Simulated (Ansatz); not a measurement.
Runs of Ansatz 0.2.0 on MgGe2. The structure is monoclinic, space group C2/m (No. 12). The conventional cell has a = 11.043 Å, b = 3.700 Å, c = 6.815 Å, α = 90.00°, β = 118.17°, γ = 90.00°. Ge (site symmetry m) is surrounded by 2 Ge at 2.70 Å and 3 Mg at 2.89 to 3.00 Å. Ge (site symmetry m) is surrounded by 3 Ge at 2.55 to 2.70 Å and 1 Mg at 2.89 Å. Mg (site symmetry m) has 8 Ge at 2.89 to 3.16 Å as nearest neighbours. The cell comes from a database or a generator and needn't be the stable form of this composition.

| level | cutoff (eV) | gap on the mesh (eV) | pressure (GPa) | largest force (eV/Å) |
| --- | --- | --- | --- | --- |
| r2SCAN | 500 | none | -2.4 | 0.41 |
| RPBE | 420 | none | (a) | 0.13 |
| BLYP | 420 | none | 3.2 | 0.27 |
| LDA | 420 | none | (c) | 0.25 |
| revPBE | 420 | none | 0.8 | 0.13 |
| PBEsol | 420 | none | (b) | 0.16 |

Alike in all rows: task projected density of states; potentials or basis Ansatz PAW; no spin polarisation; cell as given; k mesh 8 × 8 × 5; smearing fermi-dirac 0.05 eV.

**Question.** Fill in the values left out.

**Answer.** (a) 1.1; (b) -2.7; (c) -4.3.

Caveats: the PAW data sets come from PBE, with cores solved anew for the run's functional, which leaves a small shift of forces and pressure.

A k mesh can miss the band edges, and the runs leave out spin-orbit coupling on Ge.

A gap of «none» marks a metal or a gap under the smearing width.

Runs at the PBE level aren't shown here.
